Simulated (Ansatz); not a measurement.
# SnO2: the cost of one run

Program: Ansatz 0.2.0. Level of theory: DFT r2SCAN, scalar-relativistic, plane waves, PAW. These are calculated values, not measurements.

## 1. The starting structure

The structure is tetragonal, space group I4_1/amd (No. 141). Conventional cell: a = 3.999 Å, b = 3.999 Å, c = 10.204 Å, α = 90.00°, β = 90.00°, γ = 90.00°. Around Sn (site symmetry -4m2) lie 6 O at 2.05 to 2.08 Å. Around O (site symmetry 2mm) lie 3 Sn at 2.05 to 2.08 Å.

As a file:

```xyz
6
Lattice="-1.9995 1.9995 5.1021 1.9995 -1.9995 5.1021 1.9995 1.9995 -5.1021" Properties=species:S:1:pos:R:3 pbc="T T T"
Sn    0.0000    1.9995    2.5510
Sn    0.0000    0.0000    0.0000
O     0.0000    0.0000    8.1263
O     0.0000    1.9995    4.6290
O     0.0000    0.0000    2.0779
O     0.0000    1.9995    0.4731
```

It goes back to an entry of the Materials Project, which need not be the stable form.

It is the result of an earlier relaxation at this level (volume 13.60 Å³/atom; gap on the mesh: 2.33 eV).

## 2. Volume × 0.97

The input, input.yaml:

```yaml
crystal:
  lattice:
    - [-1.9793446774, 1.9793446774, 5.0505454169]
    - [1.9793446774, -1.9793446774, 5.0505454169]
    - [1.9793446774, 1.9793446774, -5.0505454169]
  atoms:
    - { symbol: Sn, position: [0.75, 0.25, 0.5] }
    - { symbol: Sn, position: [0.0, 0.0, 0.0] }
    - { symbol: O, position: [0.796366328, 0.796366328, 0.0] }
    - { symbol: O, position: [0.953633672, 0.453633672, 0.5] }
    - { symbol: O, position: [0.203633672, 0.203633672, 0.0] }
    - { symbol: O, position: [0.546366328, 0.046366328, 0.5] }
basis:
  ecutwfc: 500
kpoints:
  mp_grid: { grid: [10, 10, 10] }
hamiltonian:
  xc: r2scan
scf:
  occupations: { method: gaussian, width: 0.02 }
output:
  forces: true
  stress: true
  eigenvalues: true
  write_density: true
  write_potential: true
  elf: true
  volumetric_format: npy
relax:
  adjacent_minimum: "off"
  f_tol: 0.01
  max_steps: 30
  cell: { stress_tol: 0.1, fix: [volume] }
```

Run with:

```console
ansatz run input.yaml --threads 1 --pin off --max-ram 2560MiB --backend cpu --events-out ev --progress --plain --runs-dir out
```

Q: Estimate wall time and peak memory on 1 thread of Intel Xeon 6975P-C (Granite Rapids), shared host.

About 70 s, with a peak of 1 GiB.
